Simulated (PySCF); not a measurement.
# C5H8NP: magnetic properties

Wanted: magnetic properties for C5H8NP (`CNp1cccc1`).

Programs: PySCF 2.14.0, with routines of our own; each step states its level. All values are computed. Atoms count from 0.

## 1. The starting structure

15 atoms, charge 0, multiplicity 1; geometry from: GFN2-xTB.

## 2. Magnetic properties: GIAO B3LYP/pcSseg-1

Job settings and geometry (Å):

```
{"job": {"kind": "mag", "xc": "B3LYP", "basis": "pcSseg-1", "isotopologues": 2}, "charge": 0, "multiplicity": 1}
C     -2.642971    -0.157629     0.187909
N     -1.346987    -0.370298    -0.432401
P     -0.174360     0.864400    -0.318887
C      1.120475     0.180341    -1.382115
C      2.251008    -0.032516    -0.690218
C      2.114145     0.151309     0.737654
C      0.878597     0.501913     1.127299
H     -2.958921     0.865056    -0.013830
H     -2.644559    -0.313310     1.272003
H     -3.363861    -0.843306    -0.260948
H     -0.977688    -1.293615    -0.220733
H      1.021151     0.109491    -2.451848
H      3.188094    -0.344733    -1.126070
H      2.944770    -0.019314     1.406498
H      0.586692     0.710201     2.143775
```

Method: GIAO B3LYP/pcSseg-1 magnetisability, rotational g tensor and spin-rotation constants, non-relativistic, gas phase.

On the command line:

```sh
$ OMP_NUM_THREADS=1 python excited_run.py task.json out
```

This one command runs all jobs of the session in turn.

What it wrote:

```text
coarse grid: 13080 points
cycle   1  E = -591.2757433400  dE =  9.929e-01  |g| = 4.933e-01  |ddm| = 3.660e+00
cycle   2  E = -591.2459391982  dE =  2.980e-02  |g| = 6.065e-01  |ddm| = 1.020e+00
cycle   3  E = -591.3370406912  dE = -9.110e-02  |g| = 5.898e-02  |ddm| = 6.063e-01
cycle   4  E = -591.3376691530  dE = -6.285e-04  |g| = 3.252e-02  |ddm| = 9.048e-02
cycle   5  E = -591.3378880367  dE = -2.189e-04  |g| = 1.203e-02  |ddm| = 3.728e-02
cycle   6  E = -591.3379234547  dE = -3.542e-05  |g| = 3.744e-03  |ddm| = 1.623e-02
cycle   7  E = -591.3379268746  dE = -3.420e-06  |g| = 9.909e-04  |ddm| = 3.871e-03
final grid: 121936 points
cycle   8  E = -591.3896895635  dE = -2.852e-05  |g| = 6.077e-03  |ddm| = 2.606e-02
cycle   9  E = -591.3896844703  dE =  5.093e-06  |g| = 7.450e-03  |ddm| = 1.233e-02
cycle  10  E = -591.3896988057  dE = -1.434e-05  |g| = 1.200e-03  |ddm| = 7.580e-03
cycle  11  E = -591.3896991820  dE = -3.763e-07  |g| = 3.083e-04  |ddm| = 1.509e-03
cycle  12  E = -591.3896992049  dE = -2.283e-08  |g| = 9.440e-05  |ddm| = 3.505e-04
cycle  13  E = -591.3896992070  dE = -2.163e-09  |g| = 2.364e-05  |ddm| = 1.220e-04
cycle  14  E = -591.3896992071  dE = -1.131e-10  |g| = 1.106e-05  |ddm| = 2.852e-05
converged SCF energy = -591.3896992071

Magnetisability tensor (1e-30 J/T^2)
    -1064.56     -169.69       43.31
     -169.69    -1370.30       33.38
       43.31       33.38     -956.66
isotropic -1130.51   principal values   -1450.52  -1002.32   -938.68
isotropic susceptibility -68.081 1e-6 cm^3/mol

Inertial axes            a          b          c
rot. const./GHz      5.3052     1.5785     1.3802
chi total           -65.382    -57.436    -81.423
chi diamagnetic    -333.784   -877.848   -997.437
chi paramagnetic    268.402    820.412    916.014
quadrupole/D A        5.190     -0.225     -4.965
g nuclear            0.6095     0.5872     0.5928
g electronic        -0.6690    -0.6084    -0.5940
g total             -0.0595    -0.0212    -0.0012

Spin-rotation constants (kHz, H = +C I.J)
atom  isotope        aa         bb         cc
  1    14N        0.386      0.079      0.001
  2    31P        9.537      2.779      2.328
  7     1H       -0.467     -0.188      0.049
  8     1H       -0.558      0.046     -0.126
  9     1H       -0.198     -0.117     -0.070
 10     1H       -0.600     -0.191     -0.007
 11     1H       -0.533      0.189     -0.173
 12     1H        0.226     -0.087     -0.126
 13     1H        0.040     -0.019     -0.134
 14     1H       -0.422      0.165     -0.177
  0    13C*       0.786      0.297      0.274
  3    13C*       1.904      0.800      0.234
  4    13C*       1.915      0.710      0.276
* in the singly substituted isotopologue

Isotopologues: g along a, b, c
2H    at 7,8,9,10,11,12    -0.0490    -0.0182    -0.0010
13C   at 0                 -0.0592    -0.0207    -0.0012
```

It took 29 s on 1 thread of Arm Neoverse V1, shared host; peak memory 0.76 GiB.

From this job:

| quantity | value |
| --- | --- |
| magnetisability | -1131·10⁻³⁰ J/T² |
| molar susceptibility | -68.1·10⁻⁶ cm³/mol |
| rotational g (a, b, c) | -0.0595, -0.0212, -0.0012 |

The fields below are evaluated on a grid from the run's orbitals.

Frontier orbitals at B3LYP/pcSseg-1, with the share of their density that lies nearest to each atom:

| orbital | energy (eV) | lies on |
| --- | --- | --- |
| HOMO | -6.15 | N1 23 %; C6 22 %; C3 16 % |
| LUMO | -1.59 | C3, C6 about 17 % each; C4, C5 about 13 % each; P2 13 % |

ELF in a plane through or near 7 of the atoms.

Values, 10 rows by 14 columns:
```
0.00 0.00 0.00 0.00 0.00 0.00 0.00 0.00 0.00 0.00 0.00 0.00 0.00 0.00
0.00 0.00 0.00 0.00 0.00 0.00 0.00 0.00 0.00 0.00 0.00 0.00 0.00 0.00
0.00 0.00 0.00 0.15 0.03 0.03 0.86 0.61 0.00 0.00 0.00 0.00 0.00 0.00
0.00 0.00 0.20 0.99 0.95 0.28 0.80 0.47 0.00 0.71 0.99 0.39 0.00 0.00
0.00 0.00 0.01 0.31 0.40 0.61 0.69 0.24 0.22 0.64 0.98 0.20 0.01 0.00
0.00 0.00 0.33 0.83 0.22 0.52 0.21 0.43 0.31 0.88 0.59 0.93 0.23 0.00
0.00 0.00 0.90 1.00 0.59 0.75 0.69 0.09 0.91 0.65 0.35 0.93 0.11 0.00
0.00 0.00 0.02 0.07 0.02 0.83 0.86 0.01 0.39 0.19 0.00 0.00 0.00 0.00
0.00 0.00 0.00 0.00 0.00 0.45 0.45 0.00 0.00 0.00 0.00 0.00 0.00 0.00
0.00 0.00 0.00 0.00 0.00 0.00 0.00 0.00 0.00 0.00 0.00 0.00 0.00 0.00
```
The map spans 12.0 Å across and 9.9 Å up, centred on the molecule. Atoms in the plane (x, y in Å): C0 (2.7, 0.0), N1 (1.3, -0.6), C4 (-2.3, -0.6), C5 (-2.1, 0.9), H8 (2.7, 1.1), H12 (-3.2, -1.0), H13 (-2.8, 1.6).

log10 of the density (e/Å³) in the same plane.

Ten even steps from ' ' (-4.0) to '@' (1.2):
```
                                                        
                                                        
                    ..........                          
          ......::::::--------::..                      
        ..::----------==++++==--............            
      ..::==++++++++++******++--::::--------::..        
      ..--==**####******##**++==----==++++==--::..      
      ..--++**##%%%%########++======**####**==--::      
      ..--==++##%%@@%%######**++++****####**++--::..    
      ::--==++**##%%##**********######%%%%##++==--..    
    ..::==++**##%%%%##********##%%%%%%%%%%##**++--::    
    ..--==**##%%%%%%######****##@@%%########**++--::    
    ..--==**##############**++**####**++++++++==--..    
      ::--==++++++****##**++==++++++++==------::..      
      ..::------==++******++========----::::::..        
          ....::--==++++++==::::::....                  
              ..::--====----..                          
                  ..::::....                            
                                                        
                                                        
```
The map spans 12.0 Å across and 9.9 Å up, centred on the molecule. Atoms in the plane (x, y in Å): C0 (2.7, 0.0), N1 (1.3, -0.6), C4 (-2.3, -0.6), C5 (-2.1, 0.9), H8 (2.7, 1.1), H12 (-3.2, -1.0), H13 (-2.8, 1.6).

On the surface of density 0.002 e/bohr³ the electrostatic potential runs, from the 1st to the 99th percentile, from -1.15 V near N1 to 1.19 V near H10.

## 3. Magnetic properties: GIAO HSE06/ANO-RCC-VDZP

Settings changed since step 2:

```diff
@@ -1,2 +1,2 @@
-{"job": {"kind": "mag", "xc": "B3LYP", "basis": "pcSseg-1", "isotopologues": 2}, "charge": 0, "multiplicity": 1}
+{"job": {"kind": "mag", "xc": "HSE06", "basis": "ANO-RCC-VDZP"}, "charge": 0, "multiplicity": 1}
 C     -2.642971    -0.157629     0.187909
```

Method: GIAO HSE06/ANO-RCC-VDZP magnetisability, rotational g tensor and spin-rotation constants, non-relativistic, gas phase.

What it wrote:

```text
coarse grid: 13080 points
cycle   1  E = -590.8579136642  dE =  1.014e+00  |g| = 4.622e-01  |ddm| = 5.528e+00
cycle   2  E = -590.8285976087  dE =  2.932e-02  |g| = 5.710e-01  |ddm| = 1.160e+00
cycle   3  E = -590.9155055499  dE = -8.691e-02  |g| = 5.773e-02  |ddm| = 7.094e-01
cycle   4  E = -590.9162047892  dE = -6.992e-04  |g| = 3.316e-02  |ddm| = 1.147e-01
cycle   5  E = -590.9164628528  dE = -2.581e-04  |g| = 1.457e-02  |ddm| = 5.223e-02
cycle   6  E = -590.9165195735  dE = -5.672e-05  |g| = 3.265e-03  |ddm| = 1.980e-02
cycle   7  E = -590.9165220917  dE = -2.518e-06  |g| = 5.904e-04  |ddm| = 3.706e-03
final grid: 121936 points
cycle   8  E = -590.9136793947  dE = -4.055e-05  |g| = 5.784e-03  |ddm| = 4.068e-02
cycle   9  E = -590.9136741580  dE =  5.237e-06  |g| = 7.294e-03  |ddm| = 1.338e-02
cycle  10  E = -590.9136881458  dE = -1.399e-05  |g| = 8.149e-04  |ddm| = 8.198e-03
cycle  11  E = -590.9136882742  dE = -1.284e-07  |g| = 3.111e-04  |ddm| = 1.337e-03
cycle  12  E = -590.9136882970  dE = -2.277e-08  |g| = 1.176e-04  |ddm| = 4.481e-04
cycle  13  E = -590.9136883005  dE = -3.541e-09  |g| = 2.558e-05  |ddm| = 1.460e-04
cycle  14  E = -590.9136883006  dE = -1.396e-10  |g| = 1.067e-05  |ddm| = 3.658e-05
converged SCF energy = -590.9136883006

Magnetisability tensor (1e-30 J/T^2)
    -1035.41     -180.75       43.93
     -180.75    -1366.51       34.19
       43.93       34.19     -937.25
isotropic -1113.06   principal values   -1450.76   -972.98   -915.44
isotropic susceptibility -67.030 1e-6 cm^3/mol

Inertial axes            a          b          c
rot. const./GHz      5.3052     1.5785     1.3802
chi total           -63.708    -56.267    -81.115
chi diamagnetic    -332.046   -876.204   -995.485
chi paramagnetic    268.338    819.936    914.371
quadrupole/D A        5.257      0.003     -5.260
g nuclear            0.6095     0.5872     0.5928
g electronic        -0.6688    -0.6080    -0.5929
g total             -0.0593    -0.0209    -0.0001

Spin-rotation constants (kHz, H = +C I.J)
atom  isotope        aa         bb         cc
  1    14N        0.379      0.075      0.002
  2    31P        8.449      2.429      2.117
  7     1H       -0.465     -0.185      0.049
  8     1H       -0.557      0.048     -0.126
  9     1H       -0.192     -0.117     -0.072
 10     1H       -0.576     -0.185     -0.004
 11     1H       -0.513      0.196     -0.171
 12     1H        0.244     -0.080     -0.121
 13     1H        0.057     -0.012     -0.128
 14     1H       -0.403      0.173     -0.173
  0    13C*       0.715      0.276      0.248
  3    13C*       1.815      0.760      0.216
  4    13C*       1.803      0.679      0.253
* in the singly substituted isotopologue
```

Run time: 1.9 min. Hardware: 1 thread of Arm Neoverse V1, shared host; peak memory 0.86 GiB.

Key values:

| quantity | value |
| --- | --- |
| magnetisability | -1113·10⁻³⁰ J/T² |
| molar susceptibility | -67.0·10⁻⁶ cm³/mol |
| rotational g (a, b, c) | -0.0593, -0.0209, -0.0001 |

## 4. The levels compared

| level | ξ (10⁻³⁰ J/T²) | g(a) | g(b) | gap (eV) | functions | time |
| --- | --- | --- | --- | --- | --- | --- |
| GIAO B3LYP/pcSseg-1 | -1131 | -0.0595 | -0.0212 | 4.57 | 166 | 29 s |
| GIAO HSE06/ANO-RCC-VDZP | -1113 | -0.0593 | -0.0209 | 4.19 | 142 | 1.9 min |

## 5. Summary of results

| quantity | value |
| --- | --- |
| magnetisability (step 2, GIAO B3LYP/pcSseg-1) | -1131·10⁻³⁰ J/T² |
| molar susceptibility (step 2, GIAO B3LYP/pcSseg-1) | -68.1·10⁻⁶ cm³/mol |
| rotational g (a, b, c) (step 2, GIAO B3LYP/pcSseg-1) | -0.0595, -0.0212, -0.0012 |
| surface potential, 1st and 99th percentile | -1.15 V and 1.19 V |
| magnetisability over the levels | -1131 to -1113·10⁻³⁰ J/T² |

What this shows: By nearest atom (B3LYP/pcSseg-1), the HOMO sits on N1 23 %; C6 22 % and the LUMO on C3, C6 about 17 % each; C4, C5 about 13 % each. The magnetisability spreads by 1.6 % over 2 levels, from GIAO B3LYP/pcSseg-1 (29 s) to GIAO HSE06/ANO-RCC-VDZP (1.9 min); the runs took 29 s to 1.9 min. Two levels can agree by chance, so this spread shows no convergence. Vibrational averaging and real surroundings are missing from these values.
